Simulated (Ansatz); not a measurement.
Consider a test of the smearing width of Cu, space group P2/m (the Python package of Ansatz (0.2.0)).

The script, `smear_cu.py`:
```python
import csv

import ansatz
import numpy as np

SETTINGS = {
    "functional": "lda",
    "ecut": 450,
    "kgrid": (3, 13, 2),
}

vectors = np.array([
    [11.57025395, 0.0, 0.0],
    [0.0, 2.2382121, 0.0],
    [-4.59562394, 0.0, 21.74338835],
])
structure = ansatz.Lattice.of(vectors).atom("Cu", [0.5, 0.5, 0.5])

job = (
    structure.calculation()
    .functional(SETTINGS["functional"])
    .pseudopotentials("paw")
    .basis(SETTINGS["ecut"])
    .kpoints(*SETTINGS["kgrid"])
)

rows = []
for value in [0.25, 0.15, 0.1, 0.05, 0.025]:
    r = job.occupations("methfessel_paxton", width=value).run(threads=1, pin="off").report
    rows.append((value, r["free_energy_ev"] / len(r["lattice"]["sites"]), r["n_iterations"], r["n_kpoints"]))

with open("smear.csv", "w", newline="") as handle:
    writer = csv.writer(handle)
    writer.writerow(["width (eV)", "F/atom (eV)", "iterations", "k-points"])
    writer.writerows([round(v, 5) if isinstance(v, float) else v for v in row] for row in rows)

for row in rows[:-1]:
    shift = 1000 * (row[1] - rows[-1][1])
    print(f"{row[0]}: {shift:+.2f} meV/atom" + ("  (within 1 meV)" if abs(shift) < 1 else ""))
```

How much does the free energy per atom change between the narrowest and the widest smearing, and why?

Going from 0.025 to 0.25 eV changes F by +1.1 meV an atom. This scheme is built to cancel the term in the square of the width, so the shifts stay small and are partly the mesh's error.

The output:

Running `python smear_cu.py` prints:
```text
0.25: +1.07 meV/atom
0.15: -1.25 meV/atom
0.1: -1.41 meV/atom
0.05: -0.72 meV/atom  (within 1 meV)
```

It writes `smear.csv`:
```csv
width (eV),F/atom (eV),iterations,k-points
0.25,-6553.10563,9,28
0.15,-6553.10795,6,28
0.1,-6553.10811,6,28
0.05,-6553.10742,9,28
0.025,-6553.1067,8,28
```

The cell holds an odd number of electrons and is run without spin, so a magnetic state may lie lower. The cell holds layers, chains or clusters in vacuum, no bulk phase. The narrowest width needs the finest mesh, so the last row is no converged reference. Points of the mesh across the vacuum add cost only. This isn't the structure that Cu takes at ambient conditions. Timing: 45 s on 1 thread of Intel(R) Xeon(R) Processor @ 2.30GHz, with other jobs on the host, peak memory 0.8 GiB.
